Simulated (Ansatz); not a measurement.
# CH3NOSi, SMILES O=C1N[SiH2]1: energies of removing a hydrogen

Program: Ansatz's Python interface.

At the Python prompt:
```pycon
>>> import ansatz as az
>>> def total_energy(molecule, charge=0, unpaired=0):
...     calc = molecule.calculation().basis(gaussian="aug-cc-pVDZ").functional("R2SCAN0")
...     if charge:
...         calc = calc.charge(charge)
...     if unpaired:
...         calc = calc.spin("collinear", total=unpaired)
...     return calc.run(threads=1, backend="cpu").report["free_energy_ev"]
...
>>> def without(molecule, index):
...     rest = az.Crystal.molecule()
...     for i, site in enumerate(molecule.cartesian_sites):
...         if i != index:
...             rest = rest.atom(site.symbol, site.position_ang)
...     return rest
...
>>> system = (
...     az.Crystal.molecule()
...     .atom("O", (-1.0704, -1.9254, 0.0369))
...     .atom("C", (-0.5701, -0.8377, 0.1994))
...     .atom("N", (0.3266, -0.2124, 0.9009))
...     .atom("Si", (-0.1639, 0.6983, -0.5915))
...     .atom("H", (1.2805, -0.6363, 0.8354))
...     .atom("H", (-0.7731, 1.9793, -0.0469))
...     .atom("H", (1.0317, 0.8663, -1.3799))
... )
>>> whole = total_energy(system, 0)
>>> hydrogen = total_energy(az.Crystal.molecule().atom("H", (0, 0, 0)), 0, 1)
>>> print(f"E(molecule) = {whole:.5f} eV, E(H) = {hydrogen:.5f} eV")
E(molecule) = -12494.97829 eV, E(H) = -13.58985 eV
>>> for index in [4, 6]:
...     radical = total_energy(without(system, index), 0, 1)
...     print(f"H{index}: homolysis {(radical + hydrogen - whole):.3f} eV")
...     anion = total_energy(without(system, index), -1)
...     print(f"H{index}: loss of a proton {(anion - whole):.3f} eV")
...
H4: homolysis 3.635 eV
H4: loss of a proton 14.595 eV
H6: homolysis 3.679 eV
H6: loss of a proton 15.319 eV
```

Caveats:
- Total energies depend on the basis set; only differences at equal settings carry meaning.
- The geometry is a force-field or estimated start, not a minimum of this method, and the basis set is short of its limit. All parts are taken at fixed geometry, without zero-point energy.
- Timing: 46 s on 1 thread of Arm Neoverse V2, with other jobs on the host, peak memory 0.39 GiB.
